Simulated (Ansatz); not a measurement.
# GaH3OSe: small, medium and large basis sets

An exercise on one series of results from a longer session: the logs are not shown, and one member is left open.

Computed with Ansatz 0.2.0, Gaussian basis. Level: one geometry, several basis sets.

Plan: PBE0-D4/def2-SVP; ωB97M-V/def2-SVP; PBE0-D4/def2-QZVPP; ωB97M-V/def2-QZVPP; the functionals' def2-TZVPP values are taken from earlier runs.

## The geometry

All runs share one geometry, relaxed beforehand with PBE0-D4 in a triple-zeta def2 set.

SMILES `[OH][GaH][SeH]`, 6 atoms, charge 0, spin multiplicity 1.

Atoms are counted from 1 here; the program's logs count them from 0.

Bond lengths: O1–Ga2 1.782 Å, O1–H4 0.959 Å, Ga2–Se3 2.328 Å, Ga2–H5 1.550 Å, Se3–H6 1.469 Å. Angles: Ga2–O1–H4 114.9°, O1–Ga2–Se3 119.4°, O1–Ga2–H5 118.2°, Se3–Ga2–H5 122.4°, Ga2–Se3–H6 93.1°.

Set-up of the first run:

Contents of in.yaml:

```yaml
crystal:
  periodic: [false, false, false]
  atoms:
    - {symbol: O, position_ang: [-0.993187, -1.235105, 0.178177]}
    - {symbol: Ga, position_ang: [0.020494, -0.150485, -0.807364]}
    - {symbol: Se, position_ang: [1.211531, 1.558049, 0.233446]}
    - {symbol: H, position_ang: [-0.988605, -1.047062, 1.118650]}
    - {symbol: H, position_ang: [0.072741, -0.385970, -2.338381]}
    - {symbol: H, position_ang: [0.719228, 1.196573, 1.569372]}
basis:
  gaussian: {orbitals: def2-SVP}
hamiltonian: {xc: pbe0, dispersion: d4}
output: {orbitals: {seedname: orbitals}}
```

Started as:

```sh
ansatz run in.yaml --threads 2 --pin off --events-out ev --progress --plain --max-ram 4352MiB
```

Among the steps run: PBE0-D4 in def2-SVP; ωB97M-V in def2-SVP; PBE0-D4 in def2-QZVPP; ωB97M-V in def2-QZVPP.

One of the session's tables, all rows but one given; the rest of the session is left out.

It belongs to the step «Density functionals: the series». 

```
functional       basis  HOMO (eV)
   PBE0-D4    def2-SVP          ?
   PBE0-D4  def2-TZVPP      -7.41
   PBE0-D4  def2-QZVPP      -7.43
   ωB97M-V    def2-SVP      -9.40
   ωB97M-V  def2-TZVPP      -9.55
   ωB97M-V  def2-QZVPP      -9.57
```

**Question.** Estimate the row for PBE0-D4, def2-SVP.

The run gave: HOMO (eV): -7.28. In the column «HOMO (eV)» it is the highest.
